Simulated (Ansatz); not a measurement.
# C2H6BFO2: small, medium and large basis sets

How large a basis does C2H6BFO2 need? Two functionals are run in growing sets.

Program: Ansatz 0.2.0, Gaussian basis. Level of theory: one geometry, several basis sets. These are calculated values, not measurements.

Levels to be run: PBE0-D4/def2-SVP; ωB97M-V/def2-SVP; PBE0-D4/def2-QZVPP; ωB97M-V/def2-QZVPP; the functionals' def2-TZVPP values are taken from earlier runs.

## (1) The geometry

All runs share one geometry, relaxed beforehand with PBE0-D4 in a triple-zeta def2 set.

SMILES `COB(F)OC`, 12 atoms, charge 0, spin multiplicity 1.

Atoms are counted from 1 here; the program's logs count them from 0.

Bond lengths: C1–O2 1.414 Å, C1–H7 1.093 Å, C1–H8 1.093 Å, C1–H9 1.090 Å, O2–B3 1.349 Å, B3–F4 1.335 Å, B3–O5 1.353 Å, O5–C6 1.414 Å, C6–H10 1.092 Å, C6–H11 1.091 Å, C6–H12 1.092 Å. Angles: O2–C1–H7 111.2°, O2–C1–H8 111.2°, O2–C1–H9 107.4°, H7–C1–H8 108.5°, H7–C1–H9 109.2°, H8–C1–H9 109.2°, C1–O2–B3 120.4°, O2–B3–F4 117.2°, O2–B3–O5 121.5°, F4–B3–O5 121.3°, B3–O5–C6 122.6°, O5–C6–H10 108.9°, O5–C6–H11 111.8°, O5–C6–H12 108.9°, H10–C6–H11 109.2°, H10–C6–H12 108.8°, H11–C6–H12 109.2°.

## (2) PBE0-D4 in def2-SVP

The input, in.yaml:

```yaml
crystal:
  periodic: [false, false, false]
  atoms:
    - {symbol: C, position_ang: [-0.600294, -2.066501, -0.021872]}
    - {symbol: O, position_ang: [-1.308876, -0.927787, 0.425017]}
    - {symbol: B, position_ang: [-0.746167, 0.296317, 0.355446]}
    - {symbol: F, position_ang: [-1.470913, 1.328217, 0.795078]}
    - {symbol: O, position_ang: [0.501308, 0.473145, -0.138912]}
    - {symbol: C, position_ang: [1.113485, 1.744826, -0.222123]}
    - {symbol: H, position_ang: [-0.345696, -1.982613, -1.081440]}
    - {symbol: H, position_ang: [0.322231, -2.205716, 0.547380]}
    - {symbol: H, position_ang: [-1.246606, -2.931461, 0.124744]}
    - {symbol: H, position_ang: [1.366858, 1.947086, -1.264617]}
    - {symbol: H, position_ang: [0.458767, 2.535539, 0.148584]}
    - {symbol: H, position_ang: [2.032804, 1.733847, 0.366714]}
basis:
  gaussian: {orbitals: def2-SVP}
hamiltonian: {xc: pbe0, dispersion: d4}
output: {orbitals: {seedname: orbitals}}
```

The runs that follow: ωB97M-V in def2-SVP; PBE0-D4 in def2-QZVPP; ωB97M-V in def2-QZVPP.

Q: Predict the results of all the runs planned. Wanted: PBE0-D4: double and triple zeta above quadruple; ωB97M-V: double and triple zeta above quadruple.

**Answer**, as computed:

| quantity | value |
| --- | --- |
| PBE0-D4: double and triple zeta above quadruple | 11.80, 0.54 eV |
| ωB97M-V: double and triple zeta above quadruple | 12.10, 0.52 eV |

What this shows: For PBE0-D4 the step from double to triple zeta gains 11.27 eV and the next only 0.54 eV. Total energies overstate the basis error of differences, where much of it tends to cancel. The LUMO of ωB97M-V is positive and keeps falling with the basis (3.47 to 1.72 eV): an unbound level that the basis holds in place.
